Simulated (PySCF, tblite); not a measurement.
**C₄H₁₀GeOSi₂: geometry, infrared bands and NMR shifts**

Aim: predict the infrared bands and NMR shifts of C₄H₁₀GeOSi₂ (`O=C[Si@H](C#[C][GeH3])C[SiH3]`).

The runs use tblite 0.8.0 and PySCF 2.14.0, with density-fitted response routines of our own; the level of theory stands in each step. All values are computed, except where a source is named. Atoms are numbered from 0 throughout.

## 1. The molecule as given

18 atoms, charge 0, multiplicity 1; geometry from: force field or distance geometry start.

Bonds of the start (Å): O0–C1 1.21, C1–Si2 1.85, Si2–C3 1.81, C3–C4 1.20, C4–Ge5 1.89, Si2–C6 1.88, C6–Si7 1.87, C1–H8 1.09, Si2–H9 1.47, Ge5–H10 1.55, Ge5–H11 1.55, Ge5–H12 1.54, C6–H13 1.11, C6–H14 1.12, Si7–H15 1.47, Si7–H16 1.47, Si7–H17 1.47.

## 2. Relaxing the molecule with GFN2-xTB

Job settings and geometry (Å):

```
{"job": {"kind": "relax", "xc": "GFN2-xTB", "basis": "xTB"}, "charge": 0, "multiplicity": 1}
O     -0.428800     3.235100    -0.622300
C     -0.697500     2.769400     0.463600
Si    -0.708600     0.934300     0.709100
C      0.919100     0.268000     0.301600
C      2.002500    -0.195000     0.052100
Ge     3.700100    -0.909600    -0.376800
C     -2.004800     0.190000    -0.425700
Si    -2.123600    -1.647000    -0.110300
H     -0.900600     3.416700     1.311800
H     -1.054700     0.630500     2.109300
H      4.387600    -0.018900    -1.442400
H      4.573100    -0.951800     0.908500
H      3.530700    -2.344200    -0.920800
H     -1.717500     0.366000    -1.481800
H     -2.992500     0.666500    -0.217700
H     -3.159300    -2.223200    -0.985000
H     -0.832600    -2.283600    -0.393200
H     -2.501400    -1.896700     1.288200
```

Command:

```sh
$ OMP_NUM_THREADS=1 python probes_run.py task.json out
```

This one command runs all jobs of the session in turn.

**Question.** This job is followed by: GFN2-xTB harmonic vibrations, gas phase; GIAO PBE0/pcSseg-1 NMR shielding, non-relativistic, gas phase. What will the session give for the following? strongest single infrared mode (GFN2-xTB); zero-point energy (GFN2-xTB); 13C shifts against TMS (PBE0/pcSseg-1); 1H shifts against TMS (PBE0/pcSseg-1, means over atoms taken as alike); 17O shifts against H2O (PBE0/pcSseg-1); 29Si shifts against TMS (PBE0/pcSseg-1); 73Ge shifts against GeMe4 (PBE0/pcSseg-1).

The runs gave:

| quantity | value |
| --- | --- |
| strongest single infrared mode (GFN2-xTB) | 756 cm⁻¹, 539 km/mol |
| zero-point energy (GFN2-xTB) | 67.8 kcal/mol |
| 13C shifts against TMS (PBE0/pcSseg-1) | 241.9, 118.2, 114.9, -13.1 ppm |
| 1H shifts against TMS (PBE0/pcSseg-1, means over atoms taken as alike) | 12.12, 4.64, 4.05, 3.98, 0.13, -0.07 ppm |
| 17O shifts against H2O (PBE0/pcSseg-1) | 924.3 ppm |
| 29Si shifts against TMS (PBE0/pcSseg-1) | -59.8, -75.3 ppm |
| 73Ge shifts against GeMe4 (PBE0/pcSseg-1) | -286 ppm |

In words: Over 144 steps the energy fell by 0.277 eV; of the close pairs, C1–Si2 changed most, 1.851 to 1.928 Å. All 48 modes are real, so the xTB geometry is a minimum. The strongest single mode, at 756 cm⁻¹, has its largest shares on H12, H11 and H10 (the list is cut at 3 atoms). GFN2-xTB is a fitted tight-binding method: band positions and strengths are rough. Its intensities can rank the bands wrongly. At PBE0/pcSseg-1: Shielding is most anisotropic at O0 (span 2037 ppm, paramagnetic term -986 ppm). Spin-orbit coupling is left out, which matters for shieldings and couplings at and beside the heavy atoms.
